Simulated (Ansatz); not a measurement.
**TePtS (2H monolayer (Janus) type, one sheet): the dielectric function from several functionals**

How does TePtS (2H monolayer (Janus) type, one sheet) absorb light if electrons and holes don't interact? Plan: HSE06 for the gap; optics with PBE on 6×6×1; optics with r2SCAN on 6×6×1; optics with PBE and scissors to the HSE06 gap on 6×6×1; optics with PBE with spin-orbit coupling on 6×6×1.

Method: plane waves, PAW; no local fields, no excitons, in Ansatz 0.2.0.

1 further run of the same task is left out (it didn't finish).

### Step 1. Starting point

It takes space group P3m1 (No. 156, trigonal). The conventional cell has a = 3.862 Å, b = 3.862 Å, c = 30.576 Å, α = 90.00°, β = 90.00°, γ = 120.00°. Pt (site symmetry 3m) is surrounded by 3 Te at 2.59 Å and 3 S at 2.60 Å. S (site symmetry 3m) has 3 Pt at 2.60 Å and 1 Te at 2.64 Å as nearest neighbours. Te (site symmetry 3m) has 3 Pt at 2.59 Å and 1 S at 2.64 Å as nearest neighbours.

Structure file:

```xyz
3
Lattice="3.8619 0.0000 0.0000 -1.9310 3.3445 0.0000 0.0000 0.0000 30.5757" Properties=species:S:1:pos:R:3 pbc="T T T"
Pt    0.0000    2.2297    8.9921
S     1.9310    1.1148   10.3248
Te    1.9310    1.1148    7.6832
```

The cell was relaxed beforehand with r2SCAN; those runs aren't shown. The cell holds one sheet and vacuum, and is periodic in the plane alone; ε, where given, is a mean over the whole height of the cell, so ε₂ and ε₁ − 1 scale inversely with that height and aren't the sheet's own values. Spin-orbit coupling, which matters for Pt, Te, is in the runs so named alone.

### Step 2. A hybrid for the gap

The input, input.yaml:

```yaml
crystal:
  lattice:
    - [3.8619408719, 0.0, 0.0]
    - [-1.9309704359, 3.344538903, 0.0]
    - [0.0, 0.0, 30.5757022432]
  atoms:
    - { symbol: Pt, position: [0.3333333333, 0.6666666667, 0.2940919642] }
    - { symbol: S, position: [0.6666666667, 0.3333333333, 0.3376786564] }
    - { symbol: Te, position: [0.6666666667, 0.3333333333, 0.2512835047] }
  periodic: [true, true, false]
kpoints:
  mp_grid: { grid: [6, 6, 1] }
  band_path:
    path:
      - [0.0, 0.0, 0.0]
      - [0.5, 0.0, 0.0]
      - [0.3333333333, 0.3333333333, 0.0]
      - [0.117188, 0.117187, 0.0]
      - [0.15, 0.0, 0.0]
    npoints: 1
hamiltonian:
  xc: hse06
scf:
  occupations: { method: fixed }
  n_extra_bands: 4
output:
  forces: true
  stress: true
  eigenvalues: true
  write_density: true
  write_potential: true
  elf: true
  volumetric_format: npy
```

After this run come: Optics, PBE; Optics, r2SCAN; Optics, PBE with a scissors shift; Optics, PBE with spin-orbit coupling.

Before running them: what should the planned runs give, taken together? Wanted: ε∞, PBE; ε∞, r2SCAN; tallest peak of ε₂, PBE; tallest peak of ε₂, r2SCAN; tallest peak of ε₂, PBE with spin-orbit coupling; HSE06 direct gap.

As calculated:

| quantity | value |
| --- | --- |
| ε∞, PBE | 5.50 (xx, yy), 2.55 (zz) |
| ε∞, r2SCAN | 4.75 (xx, yy), 2.40 (zz) |
| ε∞, PBE + 0.66 eV scissors | 4.19 (xx, yy), 2.32 (zz) |
| tallest peak of ε₂, PBE | 7.4 at 0.90 eV |
| tallest peak of ε₂, r2SCAN | 6.7 at 1.05 eV |
| tallest peak of ε₂, PBE + 0.66 eV scissors | 7.5 at 1.55 eV |
| tallest peak of ε₂, PBE with spin-orbit coupling | 4.6 at 0.80 eV (complete to 8.1 eV) |
| HSE06 direct gap | 1.18 eV |

**Reading.** From PBE to PBE + 0.66 eV scissors the direct gap grows from 0.53 to 1.18 eV, and ε∞ goes from 5.50 to 4.19 (in the plane): a wider gap screens less. With a direct gap of only 0.53 eV, ε∞ hangs on the few k points next to it, so this mesh fixes it only roughly. A sheet's ε refers to the whole height of the cell: in the plane ε − 1 falls as one over that height. Local fields and excitons are left out: both change ε∞, and without excitons the onset lacks its lines.
